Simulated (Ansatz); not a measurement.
# K2NaScF6: from the start to rest

The start is K2NaScF6, a crystal from a database, its volume scaled a little. Where does it settle when we relax cell and atoms, and what is it like there?

All numbers below are computed with Ansatz 0.2.0 (DFT, r2SCAN, no spin polarisation, plane waves, PAW).

**1. The cell**

It takes space group Fm-3m (No. 225, cubic). The conventional cell has a = 8.427 Å, b = 8.427 Å, c = 8.427 Å, α = 90.00°, β = 90.00°, γ = 90.00°. Around K (site symmetry -43m) lie 12 F at 2.98 Å. Sc (site symmetry m-3m) has 6 F at 1.97 Å as nearest neighbours. F (site symmetry 4mm) has 1 Sc at 1.97 Å and 1 Na at 2.24 Å as nearest neighbours. Na (site symmetry m-3m) is surrounded by 6 F at 2.24 Å.

Symmetry-reduced, conventional setting; the input below types the cell that was run:

```cif
data_structure
_symmetry_space_group_name_H-M 'Fm-3m'
_symmetry_Int_Tables_number 225
_cell_length_a 8.4269
_cell_length_b 8.4269
_cell_length_c 8.4269
_cell_angle_alpha 90.000
_cell_angle_beta 90.000
_cell_angle_gamma 90.000
_cell_volume 598.42
loop_
_atom_site_label
_atom_site_type_symbol
_atom_site_symmetry_multiplicity
_atom_site_Wyckoff_symbol
_atom_site_fract_x
_atom_site_fract_y
_atom_site_fract_z
_atom_site_occupancy
K1 K 8 c 0.25000 0.75000 0.75000 1
Sc1 Sc 4 a 0.00000 0.00000 0.00000 1
F1 F 24 e 0.23420 0.00000 0.00000 1
Na1 Na 4 b 0.50000 0.00000 0.00000 1
```

It starts from an earlier solution of the starting cell (checkpoint.read).

**2. The relaxation**

Input file input.yaml:

```yaml
crystal:
  lattice:
    - [0.0, 4.213467, 4.213467]
    - [4.213467, 0.0, 4.213467]
    - [4.213467, 4.213467, 0.0]
  atoms:
    - { symbol: K, position: [0.25, 0.25, 0.25] }
    - { symbol: K, position: [0.75, 0.75, 0.75] }
    - { symbol: Sc, position: [0.0, 0.0, 0.0] }
    - { symbol: F, position: [0.7658, 0.2342, 0.2342] }
    - { symbol: F, position: [0.2342, 0.7658, 0.2342] }
    - { symbol: F, position: [0.2342, 0.7658, 0.7658] }
    - { symbol: F, position: [0.7658, 0.2342, 0.7658] }
    - { symbol: F, position: [0.2342, 0.2342, 0.7658] }
    - { symbol: F, position: [0.7658, 0.7658, 0.2342] }
    - { symbol: Na, position: [0.5, 0.5, 0.5] }
  symmetry: { tolerance: 0.0003 }
kpoints:
  mp_grid: { grid: [5, 5, 5], shift: [0, 0, 0] }
magnetization:
  spin_polarized: false
scf:
  occupations: { method: gaussian, width: 0.1664 }
  lower_state_search: "off"
hamiltonian:
  pseudopotentials: { kind: paw }
  xc: r2scan
basis:
  ecutwfc: 500
  fft_grid_basis: typed
relax:
  max_steps: 80
  cell: { p_target: 0.0 }
  f_tol: 0.03
output:
  forces: true
  stress: true
  eigenvalues: true
  bader: true
  populations: true
  elf: true
  write_potential: true
  volumetric_format: npy
  dos:
    e_range: [-12, 8]
    de: 0.05
    projected: { site_lists: { F: [F], K: [K], Na: [Na], Sc: [Sc] } }
  write_density: true
checkpoint:
  read: saved_state
```

Launch:

```console
$ ansatz run input.yaml --threads 2 --pin off --max-ram 3584MiB --backend cpu --events-out ev --progress --plain --runs-dir out
```

Output (excerpt; [...] marks lines left out):

```text
Warning: RAYON_NUM_THREADS=2 ignored (pool sized by the plan → 2); use --threads N
[...]
Pseudopotentials: kind: paw
Pseudopotential: K, paw, valence charge 9, recommended cutoff 500 eV (meta_gga), K.paw.azcp
Pseudopotential: Sc, paw, valence charge 11, recommended cutoff 500 eV (meta_gga), Sc.paw.azcp
Pseudopotential: F, paw, valence charge 7, recommended cutoff 500 eV (meta_gga), F.paw.azcp
Pseudopotential: Na, paw, valence charge 9, recommended cutoff 500 eV (meta_gga), Na.paw.azcp
Functional definition: r2SCAN
[...]
Crystal: 10 atoms, lattice volume = 149.606 Å³
Basis set: ecut = 500 eV, 3839 PW (Γ), exchange–correlation on 180×180×180 points (64 copies of the dense FFT grid, shifted against one another)
Bands: 50, of which v1, the nominal top of the filled ones, is band 40 counted from 1 (39 counted from 0)
Symmetry: 48 space group operations
Space group: Fm-3m (ITA 225), of the structure as read, at distance tolerance 1.6e-3 Å
k-points: 10 of 125
[...]
SCF iter   1: F=-11591.027793 eV  HF=-11591.025041 eV  |F-HF|=2.75e-3  |Δ(HF+E_count)|=         —  Δρ=6.78e-4  dr2=1.71e-4  dr2_τ=7.23e-4  ethr=6.36e-7  ⟨swp⟩=3.0  Hψ=3143  notcnv=0
[...]
relax step   1: F+E_penalty+E_count = -11591.02811402 eV  Δ(F+E_penalty+E_count) = +0.000e0 eV  max|allowed force component| = 6.731e-1 eV/Å  Δτ_max = 0.0000 Å  P = +1.925 GPa  Ω = 149.606 Å³  (5 SCF iters, dr2 threshold 1.00e-7 eV, accepted)
[...]
relax step   2: F+E_penalty+E_count = -11591.08465708 eV  Δ(F+E_penalty+E_count) = -5.654e-2 eV  max|allowed force component| = 1.855e-1 eV/Å  Δτ_max = 0.0198 Å  P = +0.334 GPa  Ω = 150.559 Å³  energy of the carried Pulay correction = -5.902e-4 eV  (5 SCF iters, dr2 threshold 1.00e-6 eV, accepted)
[...]
relax step   3: F+E_penalty+E_count = -11591.08994452 eV  Δ(F+E_penalty+E_count) = -5.287e-3 eV  max|allowed force component| = 1.276e-2 eV/Å  Δτ_max = 0.0090 Å  P = -0.038 GPa  Ω = 150.327 Å³  energy of the carried Pulay correction = -4.474e-4 eV  (5 SCF iters, dr2 threshold 1.00e-6 eV, accepted)
[...]
SCF iter   1: F=-11591.090189 eV  HF=-11591.090198 eV  |F-HF|=8.56e-6  |Δ(HF+E_count)|=         —  Δρ=8.34e-5  dr2=2.88e-7  dr2_τ=1.75e-7  ethr=2.13e-7  ⟨swp⟩=3.0  Hψ=3073  notcnv=0
```

**3. The log goes on**

Output, continued:

```text
preconditioner: auto → Resta (q_TF=auto, 2.456 Å⁻¹)  ε∞=2.7  [insulator: Δε(μ)=7.910 eV  Ē_g=20.069 eV  σ=0.166 eV  W_gap=1.00  n_scr=26 (ndim 8)  ℏωp=26.4 eV  f_vac=0.096  D(μ)=0.00/eV (n_scr^D=0)  ε∞_Penn≈2.7]
SCF iter   2: F=-11591.090332 eV  HF=-11591.090352 eV  |F-HF|=2.03e-5  |Δ(HF+E_count)|=   1.54e-4  Δρ=4.22e-5  dr2=9.12e-8  dr2_τ=2.14e-6  ethr=3.60e-10  ⟨swp⟩=2.0  Hψ=880  notcnv=0
SCF iter   3: F=-11591.090332 eV  HF=-11591.090332 eV  |F-HF|=1.14e-8  |Δ(HF+E_count)|=   2.02e-5  Δρ=2.44e-6  dr2=7.51e-9  dr2_τ=1.67e-9  ethr=1.14e-10  ⟨swp⟩=2.0  Hψ=880  notcnv=0
SCF iter   4: F=-11591.090332 eV  HF=-11591.090332 eV  |F-HF|=1.77e-8  |Δ(HF+E_count)|=   9.94e-9  Δρ=1.41e-6  dr2=9.76e-10  dr2_τ=1.88e-9  ethr=9.38e-12  ⟨swp⟩=2.0  Hψ=701  notcnv=0
SCF iter   5: F=-11591.090332 eV  HF=-11591.090332 eV  |F-HF|=3.47e-10  |Δ(HF+E_count)|=   1.72e-8  Δρ=2.84e-7  dr2=8.78e-11  dr2_τ=4.98e-11  ethr=1.00e-12  ⟨swp⟩=5.3  Hψ=2634  notcnv=0
SCF 4 converged in 5 iterations: F = -11591.090332 eV  dr2 = 8.78e-11
relax step   4: F+E_penalty+E_count = -11591.09033183 eV  Δ(F+E_penalty+E_count) = -3.873e-4 eV  max|allowed force component| = 1.282e-2 eV/Å  Δτ_max = 0.0000 Å  P = -0.040 GPa  Ω = 150.327 Å³  stress off target by 4.01e-2 GPa  SCF on the basis re-selected at this cell (its energy is not comparable with the rows above)  (5 SCF iters)
basis re-selected at this cell: Δ(F+E_penalty+E_count) = -3.873e-4 eV, ΔP = -0.002 GPa vs the last step (what re-selecting the basis moved, of the pressure what is left beyond the Pulay correction that the steps carried, after the strain that the cell walked since its last selection, with what the two solves' SCF thresholds leave and, on support functions, any second-order correction that the steps lacked; it is no measure of the basis error at this ecutwfc). This SCF's stress stands 4.01e-2 GPa from its target on what of the cell is left free (relax.cell.stress_tol is 5.00e-2 GPa) and its largest allowed force component is 1.28e-2 eV/Å (relax.f_tol is 3.00e-2 eV/Å): within both
SCF converged after 5 iterations
Free energy (F): -11591.090332 eV
Harris-Foulkes:  -11591.090332 eV  (|F-HF|=3.47e-10)
Internal energy: -11591.090332 eV  (E = F + TS)
E sigma→0 (E₀):  -11591.090332 eV
Fermi energy:    5.049255 eV
--- Per-component energies (eV) ---
  E_band       = -869.845586
  E_kinetic    = 2145.723388
  E_local      = -6922.214144  (includes V_loc(G=0)·N_el)
  E_nonlocal   = 653.605961
  E_hartree    = 2538.882803
  E_xc         = -886.742486
  E_vxc        = -1277.093245  (∫ρ·V_xc dr)
  E_paw        = -4023.414143  (= ΣΔE_a)
  E_vpaw       = -637.083069  (= ΣTr[D̂ρ^β])
  E_aug_tail   = 0.006059  (compensation charges beyond the density's cutoff)
  E_vtau       = 89.443436  (kinetic-family band-sum trace: ∫τ·v_τ [+ j·A + Jᵃ·Aᵃ] dr)
  E_ewald      = -5096.092292
  E_core_change = -0.845478  (= ΣΔE_core)
  E_smearing   = -0.000000  (= −TS)
  E_closure    = -0.000000  (closes the sum)
  Σ components = -11591.090332   (vs F -11591.090332, Δ=0.00e0)
--- Forces (eV/Å), atoms counted from 1 ---
  atom   1  K     -0.00000000    -0.00000000    -0.00000000
  atom   2  K      0.00000000     0.00000000     0.00000000
  atom   3  Sc     0.00000000    -0.00000000    -0.00000000
  atom   4  F      0.01281529    -0.00000000    -0.00000000
  atom   5  F     -0.00000000     0.01281529    -0.00000000
  atom   6  F     -0.01281529     0.00000000     0.00000000
  atom   7  F      0.00000000    -0.01281529    -0.00000000
  atom   8  F     -0.00000000    -0.00000000     0.01281529
  atom   9  F      0.00000000    -0.00000000    -0.01281529
  atom  10  Na     0.00000000    -0.00000000    -0.00000000
  max |Σ_I F_I| component: 1.73e-18 eV/Å
--- Stress (GPa, compression-positive) ---
       -0.040058      -0.000000      -0.000000
       -0.000000      -0.040058      -0.000000
       -0.000000      -0.000000      -0.040058
  P = ⅓ Tr σ = -0.0401 GPa (-0.401 kbar)
--- Band table (eV; the first three rows and the last of 10) ---
  k-point 0: bands = ["-47.1588", "-46.1388", "-25.8361", "-25.8123", "-24.1493", "-24.1493", "-24.1493", "-19.6507", "-19.4028", "-19.4028", "-19.0621", "-19.0621", "-19.0621", "-17.4746", "-17.4746", "-17.4746", "-8.6376", "-8.6376", "-8.6376", "-8.5352", "-8.5352", "-8.5352", "-1.1685", "-0.5693", "-0.5693", "-0.5693", "-0.5174", "-0.5174", "-0.2393", "-0.2393", "-0.2393", "0.5721", "0.5721", "0.5721", "0.8588", "0.8588", "0.8588", "1.0916", "1.0916", "1.0916", "9.0018", "9.0124", "9.0124", "9.0124", "11.2941", "11.2941", "12.0228", "12.0228", "12.3904", "12.3904"]
  k-point 1: bands = ["-47.1588", "-46.1388", "-25.8337", "-25.8141", "-24.1494", "-24.1487", "-24.1487", "-19.6565", "-19.4523", "-19.4523", "-19.0508", "-19.0031", "-19.0031", "-17.4884", "-17.4851", "-17.4851", "-8.6221", "-8.6221", "-8.6056", "-8.5391", "-8.5391", "-8.5243", "-1.0599", "-0.6007", "-0.6007", "-0.5864", "-0.5095", "-0.5095", "-0.3132", "-0.1143", "-0.1143", "0.4863", "0.4863", "0.6120", "0.6492", "0.8266", "0.8266", "1.0185", "1.0185", "1.0480", "9.0369", "9.0409", "9.0409", "9.4345", "11.3483", "11.3483", "12.1310", "12.1310", "12.3881", "12.6799"]
  k-point 2: bands = ["-47.1588", "-46.1388", "-25.8274", "-25.8196", "-24.1497", "-24.1479", "-24.1479", "-19.6657", "-19.5127", "-19.5127", "-19.0322", "-18.9267", "-18.9267", "-17.5110", "-17.5027", "-17.5027", "-8.5872", "-8.5872", "-8.5551", "-8.5551", "-8.5450", "-8.5148", "-0.8849", "-0.6769", "-0.6769", "-0.5200", "-0.4202", "-0.3829", "-0.3829", "0.0243", "0.0243", "0.2145", "0.3382", "0.3382", "0.7034", "0.7849", "0.7849", "0.8766", "0.8766", "0.9505", "9.0779", "9.0840", "9.0840", "10.5119", "11.3899", "11.3899", "11.7435", "12.6126", "12.6126", "13.0779"]
  k-point 9: bands = ["-47.1588", "-46.1388", "-25.8254", "-25.8209", "-24.1494", "-24.1491", "-24.1480", "-19.6247", "-19.4997", "-19.4580", "-19.0665", "-19.0288", "-18.9533", "-17.5056", "-17.4858", "-17.4745", "-8.5834", "-8.5689", "-8.5659", "-8.5389", "-8.5110", "-8.5082", "-0.9907", "-0.7140", "-0.6584", "-0.5890", "-0.4383", "-0.2614", "-0.1147", "-0.0710", "0.0473", "0.3406", "0.3578", "0.3643", "0.5553", "0.6065", "0.6720", "0.7097", "0.8456", "0.9701", "9.0918", "9.1146", "9.1420", "10.9345", "11.3872", "11.4831", "12.1938", "12.5290", "12.7545", "12.9188"]
--- Relaxed structure (3 steps of the walk, 3 accepted, 1 SCFs on fresh bases) ---
  F+E_penalty+E_count = -11591.09033183 eV   max|allowed force component| = 1.282e-2 eV/Å   (the final SCF, on the basis selected at the relaxed cell)
  cell:  # Å, volume = 150.3271 Å³
    - [-2.5894839901551413e-34, 4.2202267182587665, 4.2202267182587665]
    - [4.2202267182587665, -1.512688572265879e-35, 4.2202267182587665]
    - [4.2202267182587665, 4.2202267182587665, -1.3872946511438385e-34]
  atoms:
    - { symbol: K, position: [0.25, 0.25, 0.25] }
    - { symbol: K, position: [0.7500000000000001, 0.7500000000000001, 0.7500000000000001] }
    - { symbol: Sc, position: [2.881964978445944e-19, -1.235127847905412e-19, -8.234185652702781e-20] }
    - { symbol: F, position: [0.7623878462973694, 0.2376121537026305, 0.23761215370263056] }
    - { symbol: F, position: [0.2376121537026305, 0.7623878462973694, 0.23761215370263056] }
    - { symbol: F, position: [0.23761215370263034, 0.7623878462973697, 0.7623878462973697] }
    - { symbol: F, position: [0.7623878462973697, 0.23761215370263034, 0.7623878462973697] }
    - { symbol: F, position: [0.2376121537026305, 0.2376121537026305, 0.7623878462973694] }
    - { symbol: F, position: [0.7623878462973697, 0.7623878462973697, 0.23761215370263034] }
    - { symbol: Na, position: [0.5, 0.5, 0.5] }
--- Löwdin populations: 10 sites ---
  site symbol       q [e]
     0      K      8.1413
     1      K      8.1413
     2     Sc      9.5809
     3      F      7.6197
     4      F      7.6197
     5      F      7.6197
     6      F      7.6197
     7      F      7.6197
     8      F      7.6197
     9     Na      8.2002
  spilling = 0.002727 (of n_electrons = 80.000000)
--- Bader charges: 10 sites ---
  site symbol  charge [e]  shift [e]
     0      K      0.9061     0.0000
     1      K      0.9061     0.0000
     2     Sc      2.2167     0.0018
     3      F     -0.8213     0.0002
     4      F     -0.8213     0.0002
     5      F     -0.8213     0.0002
     6      F     -0.8213     0.0002
     7      F     -0.8213     0.0002
     8      F     -0.8213     0.0002
     9     Na      0.8990     0.0005
  estimated error of the sums over rays = 4.2e-4 e
```

Wall time 51 s (2 threads of an Arm CPU, shared host); peak memory 0.88 GiB.

Step by step:

| step | energy from step 1 (eV/cell) | largest force component (eV/Å) | pressure (GPa) | volume (Å³) |
| --- | --- | --- | --- | --- |
| 1 | 0.0000 | 0.6731 | 1.93 | 149.61 |
| 2 | -0.0565 | 0.1855 | 0.33 | 150.56 |
| 3 | -0.0618 | 0.0128 | -0.04 | 150.33 |
| 4 | -0.0622 | 0.0128 | -0.04 | 150.33 |

Step 1 is the start. Step 4 repeats the geometry before on a plane-wave basis chosen anew for that cell, so the energy can jump there without any move; the table keeps such jumps.

| input's cell | before | after | change |
| --- | --- | --- | --- |
| a (Å) | 5.959 | 5.968 | +0.2 % |
| b (Å) | 5.959 | 5.968 | +0.2 % |
| c (Å) | 5.959 | 5.968 | +0.2 % |
| volume (Å³/atom) | 14.96 | 15.03 | +0.5 % |

The largest move, 0.03 Å, apart from the change of the cell, is shared by several atoms, F4 among them.

**4. Total and projected density of states**

Counts of states in windows (eV from the Fermi level; tetrahedra), total and projected:

| from | to | total | F p | Sc d |
| --- | --- | --- | --- | --- |
| -7.0 | -6.0 | 0.94 | 0.82 | 0.06 |
| -6.0 | -5.0 | 15.66 | 14.20 | 0.99 |
| -5.0 | -4.0 | 18.82 | 18.48 | 0.04 |
| -4.0 | -3.0 | 0.60 | 0.60 | 0.00 |
| -3.0 | -2.0 | 0.00 | 0.00 | 0.00 |
| -2.0 | -1.0 | 0.00 | 0.00 | 0.00 |
| -1.0 | 0.0 | 0.00 | 0.00 | 0.00 |
| 0.0 | 1.0 | 0.00 | 0.00 | 0.00 |
| 1.0 | 2.0 | 0.00 | 0.00 | 0.00 |
| 2.0 | 3.0 | 0.00 | 0.00 | 0.00 |
| 3.0 | 4.0 | 0.03 | 0.00 | 0.02 |
| 4.0 | 5.0 | 6.26 | 0.57 | 5.23 |
| 5.0 | 6.0 | 1.68 | 0.09 | 0.51 |
| 6.0 | 7.0 | 4.58 | 0.45 | 2.46 |

On the mesh the valence top lies at -3.96 eV and the conduction bottom at 3.95 eV on this scale.

**5. Charges**

By element, from the tables in the log (a charge is positive for electrons lost): Löwdin charges also hold the electrons that the projection spills.

| element | atoms | Bader charge (e) | Bader volume (Å³) | Löwdin charge (e) |
| --- | --- | --- | --- | --- |
| K | 2 | +0.91 | 19.7 | +0.86 |
| Sc | 1 | +2.22 | 7.9 | +1.42 |
| F | 6 | -0.82 | 15.9 | -0.62 |
| Na | 1 | +0.90 | 7.3 | +0.80 |

Löwdin charges rest on a small set of atomic orbitals that misses 0.3 % of the electrons, so they need not add up to the cell's charge and can differ from Bader's even in sign.

**6. Fields in real space**

Maps in the plane spanned by b and c at height 0.250 along a (axes of the input's cell), one cell: b runs left to right (18 points from zero), c bottom to top (18 points), 60° apart. Inside the augmentation spheres the fields are the smooth ones.

Valence density. Ten steps from '0' (0.03 e/Å³) to '9' (13.10 e/Å³), finer at the low end (step k begins (100^(k/10) - 1)/99 of the way up):
```
112210000012221000
124542000013443110
125885200014787410
025898520013799731
013699631002589842
001367631000257742
000124421000023432
000001110000001111
000000000000000000
012221000001110000
024553100012332000
025776410014665200
025777631014798520
013677752002699841
001467752001368852
000135542000135542
000012221000012221
000000000000000111
```

ELF. Ten even steps from '0' (0.01) to '9' (0.88):
```
036640000026651000
058987200058987200
069889720058989820
049858960038966971
017977982006986885
103899983000699996
100378873000068886
000014541000003552
001100000000000000
047861000013320000
189999500047886200
189999950058999720
069968991048978970
019986996017975884
004999998103898896
100499997100379986
000016884000014653
001000110001100000
```

Atoms within 0.2 Å of the plane, in fractions of b and c: K at (0.25, 0.25), F at (0.76, 0.24), F at (0.76, 0.76), F at (0.24, 0.76).

At the density minimum on some short contacts:

| contact | length (Å) | minimum at (fraction) | density (e/Å³) | ELF |
| --- | --- | --- | --- | --- |
| F4–Na10 | 2.215 | 0.53 | 0.157 | 0.03 |
| K1–F4 | 2.986 | 0.50 | 0.055 | 0.01 |

**7. Results**

```
                            quantity                                                                      value
                               moves                                                                          2
                       energy gained                                                               6.2 meV/atom
                        largest move                                                                 0.03 Å (F)
space group (0.01 Å), before / after                                                              Fm-3m / Fm-3m
                                cell  a = 5.968 Å, b = 5.968 Å, c = 5.968 Å, α = 60.00°, β = 60.00°, γ = 60.00°
                              volume                                                     15.03 Å³/atom (+0.5 %)
                 pressure at the end                                                                  -0.04 GPa
                          gap (mesh)                                                            7.91 eV, direct
                       Bader charges                                     K +0.91, Sc +2.22, F -0.82, Na +0.90 e
```

What this shows: The volume grew by 0.5 %, and the largest move of an atom is 0.03 Å apart from the change of the cell; the energy fell by 6.2 meV per atom. The run held to 48 symmetry operations, so a lower structure without them is not ruled out. The levels show a gap of 7.91 eV, direct at the points sampled; within 0.7 eV of the edges the states project mainly on F p (98 %) below and Sc d (85 %) above. Gaps from semilocal functionals tend to lie below the measured ones. Sc loses most charge (+2.22 e on average) and F gains most (-0.82 e). At the density minimum between F and Na (2.21 Å) the ELF is 0.03 and the density 0.16 e/Å³, a closed-shell (ionic or weak) contact.
